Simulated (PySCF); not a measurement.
# HgF+: from the state search to spectroscopic constants

One table from this session's results is given with a row withheld; the runs are named, their logs left out.

The runs use PySCF 2.14.0; Hg def2-SVPD with ECP60, F def2-SVPD, scalar-relativistic core potentials.

The first run:

A driver script around PySCF takes these settings:

* atoms: Hg, F
* charge: 1
* basis: Hg def2-SVPD with ECP60, F def2-SVPD
* Hamiltonian: scalar-relativistic core potentials
* basis functions: 58
* electrons treated: 28
* masses in u: 201.9706, 18.9984
* levels: PBE0, PBE, r²SCAN, MN15, TPSS, PW91, LC-ωPBE, HF, MP2, SCS-MP2, CCSD, CCSD(T)
* grid: 80 radial by 434 angular points
* occupations: held fixed by the projection of orbital angular momentum
* dissociation limit: Hg+ + F, each in its ground configuration
* starting distance in angstrom: 2.090
* values of 2S to try: 0, 2

Started as:

```sh
$ OMP_NUM_THREADS=1 python dia.py task.json out
```

Steps of the session up to this table: Set-up; PBE0 along the bond; Other states along the same grid; PBE; r²SCAN (meta-GGA); MN15; TPSS (meta-GGA); PW91 (GGA); LC-ωPBE; RHF (mean field); Correlated methods on the Hartree–Fock reference.

One table of the session follows, with a row left open; its other results are not shown here.

It belongs to the step «The curves together». Energy (eV) from each level's lowest point:

| R (Å) | RHF | RHF-MP2 | RHF-SCS-MP2 | RHF-CCSD | RHF-CCSD(T) |
| --- | --- | --- | --- | --- | --- |
| 1.669 | 1.366 | 1.279 | 1.332 | n/a | n/a |
| 1.747 | 0.577 | 0.554 | 0.588 | 0.604 | 0.652 |
| 1.825 | ? | ? | ? | ? | ? |
| 1.883 | 0.025 | 0.034 | 0.043 | 0.047 | 0.064 |
| 1.941 | 0.000 | 0.000 | 0.000 | 0.000 | 0.000 |
| 1.999 | 0.059 | 0.038 | 0.030 | 0.027 | 0.006 |
| 2.077 | 0.232 | 0.169 | 0.151 | 0.142 | 0.087 |
| 2.174 | 0.549 | 0.413 | 0.381 | 0.364 | 0.254 |
| 2.290 | 1.010 | 0.761 | 0.713 | 0.682 | 0.484 |
| 2.446 | 1.676 | 1.236 | 1.160 | n/a | n/a |

**Question.** Estimate the row for R (Å) = 1.825.

Worked estimate for «RHF». A straight line through the neighbours (1.747, 0.577) and (1.883, 0.025) gives 0.577 + (0.025 − 0.577) × (1.825 − 1.747) / (1.883 − 1.747) = 0.260; a parabola fitted to 4 rows on both sides gives 0.143.

**Answer.** RHF: 0.161; RHF-MP2: 0.167; RHF-SCS-MP2: 0.186; RHF-CCSD: 0.194; RHF-CCSD(T): 0.226. In «RHF» the line misses by +0.099 and the parabola by -0.018.
